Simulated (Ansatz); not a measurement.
# The antimony atom: small, medium and large basis sets

How large a basis does the antimony atom need? Two functionals are run in growing sets.

The runs use Ansatz 0.2.0, Gaussian basis; one geometry, several basis sets.

The runs, in order: PBE0/def2-SVP; ωB97M-V/def2-SVP; PBE0/def2-QZVPP; ωB97M-V/def2-QZVPP; the functionals' def2-TZVPP values are taken from earlier runs.

## Step 1: The atom

1 atom, charge 0, spin multiplicity 4.

Sb takes the def2 core potential; no spin-orbit term is included.

## Step 2: PBE0 in def2-SVP

Contents of in.yaml:

```yaml
crystal:
  periodic: [false, false, false]
  atoms:
    - {symbol: Sb, position_ang: [0.000000, 0.000000, 0.000000]}
basis:
  gaussian: {orbitals: def2-SVP}
magnetization: {spin_polarized: true, initial_magnetization: 3}
hamiltonian: {xc: pbe0}
output: {orbitals: {seedname: orbitals}}
```

Further steps of the session: ωB97M-V in def2-SVP; PBE0 in def2-QZVPP; ωB97M-V in def2-QZVPP.

Before running them: what should the planned runs give, taken together? Wanted: PBE0: double and triple zeta above quadruple; ωB97M-V: double and triple zeta above quadruple.

**Answer**, as computed:

```
                                       quantity          value
   PBE0: double and triple zeta above quadruple  0.15, 0.02 eV
ωB97M-V: double and triple zeta above quadruple  0.18, 0.03 eV
```

**Reading.** PBE0 gains 0.13 eV from double to triple zeta, then 0.02 eV more. Total energies overstate the basis error of differences, where much of it tends to cancel.
